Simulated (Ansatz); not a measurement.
**CH2F3Si (SMILES [CH2][Si](F)(F)F) at 6 levels**

Aim: a comparison of 6 runs (U-r2SCAN/def2-SVP, U-wB97M-V/def2-SVP, UBHLYP/def2-SVP, UCAM-B3LYP/def2-SVP, RPA@PBE/def2-SVP, RPA@PBE0/def2-SVP) of CH2F3Si. 

Program for the calculation: Ansatz 0.2.0.

64 further runs of the same task are left out: 64 set aside as unsound or not needed.

**1. Starting point**

CH2F3Si has 7 atoms, charge 0, and is taken as a doublet. SMILES: `[CH2][Si](F)(F)F`. The C1–H7 distance was set to 1.409 Å, away from the relaxed value.

Bond lengths: C1–Si2 1.812 Å, Si2–F3 1.577 Å, Si2–F4 1.578 Å, Si2–F5 1.577 Å, C1–H6 1.084 Å. Angles: C1–Si2–F3 111.1°, C1–Si2–F4 112.7°, C1–Si2–F5 111.2°, F3–Si2–F4 106.8°, F3–Si2–F5 108.2°, F4–Si2–F5 106.7°, Si2–C1–H6 122.2°. A long bond or contact: C1–H7 1.409 Å.

**2. A single-point energy at U-r2SCAN/def2-SVP (run 1)**

The input, in.yaml:

```yaml
crystal:
  periodic: [false, false, false]
  atoms:
    - {symbol: C, position_ang: [-0.785219, 0.344281, 0.457323]}
    - {symbol: Si, position_ang: [0.349481, -0.318319, -0.789677]}
    - {symbol: F, position_ang: [-0.084019, 0.121081, -2.240377]}
    - {symbol: F, position_ang: [0.401981, -1.895419, -0.787277]}
    - {symbol: F, position_ang: [1.823481, 0.183881, -0.542777]}
    - {symbol: H, position_ang: [-1.824519, 0.558781, 0.236023]}
    - {symbol: H, position_ang: [-0.380400, 0.593100, 1.784100]}
basis:
  gaussian:
    orbitals: def2-SVP
magnetization:
  spin_polarized: true
  initial_magnetization: 1
hamiltonian:
  xc: r2scan
accuracy: high
output:
  orbitals: {seedname: orbitals}
```

Launch:

```console
$ ansatz run in.yaml --threads 1 --pin off --max-ram 3480MiB --events-out events.jsonl --progress --plain --runs-dir runs
```

The log of the run:

```text
Warning: RAYON_NUM_THREADS=1 ignored (pool sized by the plan → 1); use --threads N
Functional definition: r2SCAN
  name "r2SCAN"
  parameter k0 = 0.174
  parameter k1 = 0.065
  parameter a1 = 4.9479
  exchange = r2scan_x(k0 = k0, k1 = k1, a1 = a1)
  correlation = r2scan_c
1749 factors; integrals over basis functions are off by at most 6.1e-9 eV
mean field evaluation 1: about -17080.8524 eV, gradient 3.8e1 eV
mean field evaluation 2: about -17075.9787 eV, gradient 5.4e1 eV
mean field evaluation 4: about -17086.0466 eV, gradient 1.8e0 eV
mean field evaluation 8: about -17086.0654 eV, gradient 8.5e-2 eV
mean field evaluation 16: about -17086.0655 eV, gradient 5.1e-4 eV
mean field -17086.06554143 eV, -627.9013272963 hartree, gradient 5.0e-8 eV, S^2 0.757772; 0 other end points of the search recorded, 0 dependent functions left out
reference -17086.06554307 eV, -627.9013273566 hartree; 25, 24 occupied and 59, 60 virtual orbitals, 1749 factors
Total energy: -17086.06554307 eV, -627.9013273566 hartree
```

Wall time 19 s (1 thread of Arm Neoverse V2, shared host); peak memory 0.39 GiB.

**3. The energy at U-wB97M-V/def2-SVP (run 2)**

The input, molecule.yaml:

```yaml
basis:
  gaussian:
    orbitals: def2-SVP
crystal:
  periodic: [false, false, false]
  atoms:
    - {symbol: C, position_ang: [-0.785219, 0.344281, 0.457323]}
    - {symbol: Si, position_ang: [0.349481, -0.318319, -0.789677]}
    - {symbol: F, position_ang: [-0.084019, 0.121081, -2.240377]}
    - {symbol: F, position_ang: [0.401981, -1.895419, -0.787277]}
    - {symbol: F, position_ang: [1.823481, 0.183881, -0.542777]}
    - {symbol: H, position_ang: [-1.824519, 0.558781, 0.236023]}
    - {symbol: H, position_ang: [-0.380400, 0.593100, 1.784100]}
output: {orbitals: {seedname: orbitals}}
magnetization:
  spin_polarized: true
  initial_magnetization: 1
accuracy: high
hamiltonian:
  xc: {name: wB97M-V}
```

Launch:

```console
$ ansatz run molecule.yaml --threads 1 --pin off --max-ram 3480MiB --events-out events.jsonl --progress --plain --runs-dir runs
```

The log of the run, shortened:

```text
Warning: RAYON_NUM_THREADS=1 ignored (pool sized by the plan → 1); use --threads N
Functional definition: wB97M-V
  name "wB97M-V"
[...]
  gx(w, u) = 1 - cx + cx01*u + cx10*w
  gss(w, u) = css00 + css04*u^4 + css10*w + css20*w^2 + css43*w^4*u^3
  gos(w, u) = cos00 + cos10*w + (cos20 + cos21*u)*w^2 + (cos60 + cos61*u)*w^6
[...]
      + integral(e_c_pw_mod_opposite_spin*gos(b97_w_opposite, b97_u_opposite)) + vv10(b, c)
1749 factors; integrals over basis functions are off by at most 6.1e-9 eV
322 factors; integrals over basis functions are off by at most 1.8e-9 eV
[...]
mean field -17087.60931557 eV, -627.9580599496 hartree, gradient 6.6e-8 eV, S^2 0.755366; 0 other end points of the search recorded, 0 dependent functions left out
reference -17087.60931935 eV, -627.9580600886 hartree; 25, 24 occupied and 59, 60 virtual orbitals, 1749 factors
Total energy: -17087.60931935 eV, -627.9580600886 hartree
```

Run time: 85 s. Hardware: 1 thread of Arm Neoverse V2, shared host; peak memory 0.95 GiB.

**4. The energy at UBHLYP/def2-SVP (run 3)**

The input, input.yaml:

```yaml
crystal:
  periodic: [false, false, false]
  atoms:
    - {symbol: C, position_ang: [-0.785219, 0.344281, 0.457323]}
    - {symbol: Si, position_ang: [0.349481, -0.318319, -0.789677]}
    - {symbol: F, position_ang: [-0.084019, 0.121081, -2.240377]}
    - {symbol: F, position_ang: [0.401981, -1.895419, -0.787277]}
    - {symbol: F, position_ang: [1.823481, 0.183881, -0.542777]}
    - {symbol: H, position_ang: [-1.824519, 0.558781, 0.236023]}
    - {symbol: H, position_ang: [-0.380400, 0.593100, 1.784100]}
basis:
  gaussian: {orbitals: def2-SVP}
magnetization: {spin_polarized: true, initial_magnetization: 1}
hamiltonian: {xc: {name: BHLYP}}
accuracy: high
output: {orbitals: {seedname: orbitals}}
```

Launch:

```console
$ ansatz run input.yaml --threads 1 --pin off --max-ram 3480MiB --events-out events.jsonl --progress --plain --runs-dir runs
```

The log of the run:

```text
Warning: RAYON_NUM_THREADS=1 ignored (pool sized by the plan → 1); use --threads N
Functional definition: BHLYP
  name "BHLYP"
  parameter a = 0.5
  exchange = (1 - a)*b88_x + a*exact_x
  correlation = lyp_c
1749 factors; integrals over basis functions are off by at most 6.1e-9 eV
mean field evaluation 1: about -17083.5277 eV, gradient 3.3e1 eV
mean field evaluation 2: about -17083.9600 eV, gradient 3.3e1 eV
mean field evaluation 4: about -17087.0935 eV, gradient 8.6e-1 eV
mean field evaluation 8: about -17087.1568 eV, gradient 9.1e-2 eV
mean field evaluation 16: about -17087.1571 eV, gradient 4.8e-4 eV
mean field -17087.15710487 eV, -627.9414415129 hartree, gradient 9.1e-8 eV, S^2 0.756879; 0 other end points of the search recorded, 0 dependent functions left out
reference -17087.15712847 eV, -627.9414423801 hartree; 25, 24 occupied and 59, 60 virtual orbitals, 1749 factors
Total energy: -17087.15712847 eV, -627.9414423801 hartree
```

Run time: 9.9 s. Hardware: 1 thread of Arm Neoverse V2, shared host; peak memory 0.38 GiB.

Runs 4 to 5 aren't shown in full; the table further down has their settings and results.

**5. The energy at RPA@PBE0/def2-SVP (run 6)**

The input, job.yaml:

```yaml
crystal:
  periodic: [false, false, false]
  atoms:
    - {symbol: C, position_ang: [-0.785219, 0.344281, 0.457323]}
    - {symbol: Si, position_ang: [0.349481, -0.318319, -0.789677]}
    - {symbol: F, position_ang: [-0.084019, 0.121081, -2.240377]}
    - {symbol: F, position_ang: [0.401981, -1.895419, -0.787277]}
    - {symbol: F, position_ang: [1.823481, 0.183881, -0.542777]}
    - {symbol: H, position_ang: [-1.824519, 0.558781, 0.236023]}
    - {symbol: H, position_ang: [-0.380400, 0.593100, 1.784100]}
basis:
  gaussian:
    orbitals: def2-SVP
magnetization:
  spin_polarized: true
  initial_magnetization: 1
hamiltonian:
  xc: {name: PBE0}
correlation:
  method: rpa
  frozen_orbitals: {C: 1, F: 1, H: 0, Si: 5}
accuracy: high
```

Launch:

```console
$ ansatz run job.yaml --threads 1 --pin off --max-ram 3480MiB --events-out events.jsonl --progress --plain --runs-dir runs
```

The log of the run, shortened:

```text
Warning: RAYON_NUM_THREADS=1 ignored (pool sized by the plan → 1); use --threads N
Functional definition: PBE0
  name "PBE0"
[...]
1749 factors; integrals over basis functions are off by at most 6.1e-9 eV
[...]
mean field -17078.30126536 eV, -627.6159954136 hartree, gradient 4.3e-8 eV, S^2 0.756038; 0 other end points of the search recorded, 0 dependent functions left out
9 core orbitals not correlated: weight in the atoms' cores, before any rotation towards them, 1.000 or more for the frozen orbitals, at most 0.000 for the correlated occupied ones
reference -17034.74256896 eV, -626.0152428459 hartree; 16, 15 occupied and 59, 60 virtual orbitals, 1749 factors
Total energy: -17063.12150703 eV, -627.0581495843 hartree
```

Wall time 14 s (1 thread of Arm Neoverse V2, shared host); peak memory 0.39 GiB.

**6. The series**

| run | level | frozen core orbitals | energy (Eh) | HOMO energy (eV) | LUMO energy (eV) | ⟨S²⟩ | wall time |
| --- | --- | --- | --- | --- | --- | --- | --- |
| 1 | U-r2SCAN/def2-SVP | – | -627.901327 | -7.16 | -3.64 | 0.758 | 19 s |
| 2 | U-wB97M-V/def2-SVP | – | -627.958060 | -10.18 | -1.01 | 0.755 | 85 s |
| 3 | UBHLYP/def2-SVP | – | -627.941442 | -9.45 | -1.90 | 0.757 | 9.9 s |
| 4 | UCAM-B3LYP/def2-SVP | – | -627.987513 | -9.45 | -1.91 | 0.755 | 11 s |
| 5 | RPA@PBE/def2-SVP | 9 | -627.132219 | – | – | 0.755 | 11 s |
| 6 | RPA@PBE0/def2-SVP | 9 | -627.058150 | – | – | 0.756 | 14 s |

**7. What came out**

| quantity | value |
| --- | --- |
| run 6: total energy | -627.05815 Eh |
| run 6: RPA correlation energy (valence) | -1042.9 mEh |
| run 6: ⟨S²⟩ of the reference determinant | 0.756 |

Totals of different functionals can't be ranked against each other. All runs together took 2.5 min, the longest 85 s.
